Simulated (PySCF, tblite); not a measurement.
# C7H11FOSi: geometry, infrared bands and NMR shifts

Wanted: the infrared bands and NMR shifts of C7H11FOSi (`CC#C/C=C(/CCF)[SiH2]O`), by calculation.

The runs use tblite 0.8.0 and PySCF 2.14.0, with density-fitted response routines of our own; the level of theory stands in each step. All values are computed, except where a source is named. Atoms count from 0, in the outputs and in this text.

### Step 1. The molecule as given

21 atoms, charge 0, multiplicity 1; geometry from: force field or distance geometry start.

Bonds of the start (Å): C0–C1 1.47, C1–C2 1.19, C2–C3 1.43, C3–C4 1.36, C4–C5 1.53, C5–C6 1.53, C6–F7 1.37, C4–Si8 1.87, Si8–O9 1.67, C0–H10 1.09, C0–H11 1.09, C0–H12 1.08, C3–H13 1.09, C5–H14 1.10, C5–H15 1.09, C6–H16 1.09, C6–H17 1.09, Si8–H18 1.48, Si8–H19 1.48, O9–H20 0.98.

### Step 2. Optimising the geometry with GFN2-xTB

What the job is given:

```
{"job": {"kind": "relax", "xc": "GFN2-xTB", "basis": "xTB"}, "charge": 0, "multiplicity": 1}
C      4.275200    -0.083400    -0.497800
C      2.820800    -0.316800    -0.572000
C      1.651200    -0.520500    -0.606700
C      0.239400    -0.744300    -0.682100
C     -0.647300    -0.403600     0.288800
C     -2.128000    -0.728900     0.101200
C     -2.967500     0.473000    -0.330000
F     -3.059600     1.361700     0.707500
Si    -0.182100     0.431300     1.898700
O     -1.542100     0.850800     2.771000
H      4.816600    -1.026400    -0.502300
H      4.525300     0.459900     0.417400
H      4.596200     0.513800    -1.343300
H     -0.102800    -1.252600    -1.577700
H     -2.532700    -1.146200     1.031400
H     -2.237500    -1.509800    -0.645900
H     -3.982100     0.154100    -0.577200
H     -2.537700     0.984800    -1.186500
H      0.637200    -0.480300     2.721700
H      0.573300     1.677400     1.619700
H     -2.224700     1.322900     2.253700
```

Started as:

```sh
> OMP_NUM_THREADS=1 python probes_run.py task.json out
```

One launch serves the whole session: the jobs run in the order shown.

**Question.** This job is followed by: GFN2-xTB harmonic vibrations, gas phase; GIAO PBE0/pcSseg-1 NMR shielding, non-relativistic, gas phase. Predict these results of the whole session: strongest single infrared mode (GFN2-xTB); zero-point energy (GFN2-xTB); ¹³C shifts against TMS (PBE0/pcSseg-1); ¹H shifts against TMS (PBE0/pcSseg-1, means over atoms taken as alike); ¹⁹F shifts against CFCl3 (PBE0/pcSseg-1); ²⁹Si shifts against TMS (PBE0/pcSseg-1); ¹⁷O shifts against H2O (PBE0/pcSseg-1); surface potential, 1st and 99th percentile.

The runs gave:

| quantity | value |
| --- | --- |
| strongest single infrared mode (GFN2-xTB) | 848 cm⁻¹, 373 km/mol |
| zero-point energy (GFN2-xTB) | 98.0 kcal/mol |
| ¹³C shifts against TMS (PBE0/pcSseg-1) | 163.2, 129.7, 103.5, 92.3, 84.0, 42.5, 5.8 ppm |
| ¹H shifts against TMS (PBE0/pcSseg-1, means over atoms taken as alike) | 6.28, 5.26, 4.78, 2.62, 2.20, 1.67 ppm |
| ¹⁹F shifts against CFCl3 (PBE0/pcSseg-1) | -245.5 ppm |
| ²⁹Si shifts against TMS (PBE0/pcSseg-1) | -33.2 ppm |
| ¹⁷O shifts against H2O (PBE0/pcSseg-1) | 17.2 ppm |
| surface potential, 1st and 99th percentile | -1.54 V and 1.17 V |

**Reading.** Relaxing lowered the energy by 0.269 eV in 73 steps; the close pair that moved most is Si8–O9, from 1.669 to 1.624 Å. The lowest mode is imaginary (38i cm⁻¹), so the xTB geometry is not a minimum. GFN2-xTB is a fitted tight-binding method: band positions and strengths are rough. Its intensities can rank the bands wrongly. The most deshielded hydrogen is H13 (hydrogen on an alkene CH), at 6.28 ppm: attached to an sp2 carbon and in the plane of the double bond. At PBE0/pcSseg-1, counted by nearest atom on the grid, the HOMO lies on C1, C4 about 25 % each; C2, C3 about 15 % each, the LUMO on C4 30 %; C3 21 %.
